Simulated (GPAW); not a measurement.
NbSi: band structure with r2SCAN+U

Crystal: NbSi.

```
Nb Si
1.0
     0.00000    2.57383    2.57383
     2.57383    0.00000    2.57383
     2.57383    2.57383    0.00000
Nb Si
1 1
Direct
  0.00000 0.00000 0.00000
  0.50000 0.50000 0.50000
```

The cell was built by a generator and needn't be a form met in nature.

```json
{"Program": "GPAW 26.7.0", "Task": "band structure", "Functional": "r2SCAN", "Potentials or basis": "GPAW PAW data sets (gpaw-data 1.2.1)", "Cutoff": "600 eV", "Basis": "pw", "k mesh": "9 × 9 × 9", "Occupations": "fermi-dirac, width 0.05 eV", "Spin": "no spin polarisation", "Hubbard terms": "Nb d U = 4 eV", "Maxiter": "150", "Band path": "GXWKGLUWLK,UX", "Band points": "100"}
```

```yaml
Pressure: 3.2 GPa
Band_gap_along_the_path: none (metal or under the smearing width)
```

Levels at the corners of the path, in eV from the Fermi level:
| point | band 6 | band 7 | band 8 | band 9 | band 10 | band 11 |
| --- | --- | --- | --- | --- | --- | --- |
| Γ | -1.82 | -1.82 | -0.91 | -0.91 | -0.91 | 1.99 |
| X | -4.33 | -3.12 | -0.76 | -0.59 | -0.59 | 2.48 |
| W | -4.06 | -4.06 | -4.04 | 1.22 | 1.89 | 1.89 |
| K | -4.49 | -4.22 | -3.09 | -0.05 | 2.33 | 2.45 |
| Γ | -1.82 | -1.82 | -0.91 | -0.91 | -0.91 | 1.99 |
| L | -6.60 | -4.13 | -4.13 | 1.86 | 1.86 | 3.19 |
| U | -4.49 | -4.22 | -3.09 | -0.05 | 2.33 | 2.45 |
| W | -4.06 | -4.06 | -4.04 | 1.22 | 1.89 | 1.89 |
| L | -6.60 | -4.13 | -4.13 | 1.86 | 1.86 | 3.19 |
| K | -4.49 | -4.22 | -3.09 | -0.05 | 2.33 | 2.45 |
| U | -4.49 | -4.22 | -3.09 | -0.05 | 2.33 | 2.45 |
| X | -4.33 | -3.12 | -0.76 | -0.59 | -0.59 | 2.48 |

Run time: 2.5 min on 1 thread of Arm Neoverse V1, on a shared host, peak memory 0.37 GiB.

Caveat: the PAW data sets were made with another functional, which shifts forces and pressure a little; U without spin polarisation on a metal has little footing; the U is typed as a test and isn't derived for this compound.
